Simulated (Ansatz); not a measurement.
**BFH4Si2: a ladder of functionals and wavefunction methods**

Aim: compute BFH4Si2 with functionals from several rungs and with coupled cluster. The yardstick is the atomisation energy at the CCSD(T) limit.

Program: Ansatz 0.2.0, Gaussian basis. Level of theory: functionals in def2-TZVPP, the program's frozen cores in correlated methods. These are calculated values, not measurements.

Levels to be run: LDA (SPW92), PBE-D4, revPBE-D4, BLYP-D4, r2SCAN-D4, B97M-V, PBE0-D4, B3LYP-D4, r2SCANh-D4, r2SCAN0-D4, HSE06-D4, BHLYP-D4, CAM-B3LYP-D4, LC-ωPBE, ωB97X-V, ωB97M-V, B2PLYP, PBE-QIDH; CCSD(T)/def2-SVP; CCSD(T)/def2-TZVPP; MP2/def2-QZVPP; extrapolation to the limit; RPA on PBE.

## Step 1: The relaxed structure

An earlier PBE0-D4 in a triple-zeta def2 set relaxation fixed the geometry.

SMILES `FB1[SiH2][SiH2]1`, 8 atoms, charge 0, spin multiplicity 1.

Atoms are counted from 1 here; the program's logs count them from 0.

Bond lengths: F1–B2 1.317 Å, B2–Si3 1.972 Å, B2–Si4 1.972 Å, Si3–Si4 2.425 Å, Si3–H5 1.484 Å, Si3–H6 1.487 Å, Si4–H7 1.484 Å, Si4–H8 1.487 Å. Angles: F1–B2–Si3 134.9°, F1–B2–Si4 134.8°, Si3–B2–Si4 75.9°, B2–Si3–Si4 52.1°, B2–Si3–H5 117.9°, B2–Si3–H6 126.7°, Si4–Si3–H5 98.4°, Si4–Si3–H6 135.4°, H5–Si3–H6 112.4°, B2–Si4–Si3 52.1°, B2–Si4–H7 118.0°, B2–Si4–H8 126.6°, Si3–Si4–H7 98.4°, Si3–Si4–H8 135.4°, H7–Si4–H8 112.4°.

## Step 2: LDA

This LDA is Slater exchange with PW92 correlation.

File in.yaml:

```yaml
crystal:
  periodic: [false, false, false]
  atoms:
    - {symbol: F, position_ang: [1.492242, -0.519765, 1.966268]}
    - {symbol: B, position_ang: [0.976945, -0.263102, 0.781873]}
    - {symbol: Si, position_ang: [-0.037142, 1.237143, 0.000780]}
    - {symbol: Si, position_ang: [-0.363980, -1.137144, -0.370643]}
    - {symbol: H, position_ang: [0.273508, 1.633493, -1.394972]}
    - {symbol: H, position_ang: [-0.762006, 2.302058, 0.743609]}
    - {symbol: H, position_ang: [-0.114504, -1.164708, -1.833050]}
    - {symbol: H, position_ang: [-1.372961, -2.145076, 0.050436]}
basis:
  gaussian: {orbitals: def2-TZVPP}
hamiltonian: {xc: lda}
output: {orbitals: {seedname: orbitals}}
```

Command:

```bash
$ ansatz run in.yaml --threads 2 --pin off --events-out ev --progress --plain --max-ram 4352MiB
```

The runs that follow: PBE-D4 (GGA); revPBE-D4 (GGA); BLYP-D4 (GGA); r2SCAN-D4 (meta-GGA); B97M-V (meta-GGA); B3LYP-D4 (hybrid); r2SCANh-D4 (hybrid); r2SCAN0-D4 (hybrid); HSE06-D4 (hybrid); BHLYP-D4 (hybrid); CAM-B3LYP-D4 (range-separated); LC-ωPBE (range-separated); ωB97X-V (range-separated); ωB97M-V (range-separated); B2PLYP (double hybrid); PBE-QIDH (double hybrid); CCSD(T) in def2-SVP; CCSD(T) in def2-TZVPP; MP2 in def2-QZVPP; RPA on PBE orbitals.

Q: Predict the results of all the runs planned. Wanted: atomisation energy, CCSD(T)/CBS; farthest beyond LDA; mean size of error, GGA; mean size of error, meta-GGA; mean size of error, hybrid; mean size of error, range-separated; mean size of error, double hybrid; gap, smallest and largest; T1 diagnostic.

As calculated:

| quantity | value |
| --- | --- |
| atomisation energy, CCSD(T)/CBS | 597.2 kcal/mol |
| functionals within 3.0 kcal/mol (0.5 %) | revPBE-D4, BLYP-D4, PBE0-D4, B3LYP-D4, r2SCAN0-D4, HSE06-D4, CAM-B3LYP-D4, LC-ωPBE, ωB97M-V |
| farthest beyond LDA | BHLYP-D4 (-13.7 kcal/mol) |
| mean size of error, GGA | 4.9 kcal/mol |
| mean size of error, meta-GGA | 11.4 kcal/mol |
| mean size of error, hybrid | 4.3 kcal/mol |
| mean size of error, range-separated | 3.4 kcal/mol |
| mean size of error, double hybrid | 4.9 kcal/mol |
| gap, smallest and largest | 2.67 eV (LDA (SPW92)), 9.40 eV (LC-ωPBE) |
| T1 diagnostic | 0.0173 |
| triples share of the correlation energy | 3.9 % |

What this shows: The LDA atomisation energy is off by 88.8 kcal/mol (15 %): it overbinds. PBE-D4 is off by +11.9 kcal/mol. Double hybrids carry the basis error of their MP2 part in triple zeta, and no dispersion term here, so their miss is partly the set-up's. Taken by rung, range-separated functionals do best (3.4 kcal/mol on average) and meta-GGA ones worst beyond LDA (11.4 kcal/mol). The gap between the best rungs is small, so their order is not settled. The reference freezes the cores and leaves out relativity and excitations past (T), so misses under about 3.0 kcal/mol can't be ranked. Hartree-Fock recovers 74 % of the binding; the rest is correlation. CCSD(T) in def2-SVP is off by -37.3 kcal/mol, worse than the median functional, from the basis alone. The gap grows from 2.7 to 9.4 eV across the functionals, mostly with the share of exact exchange.
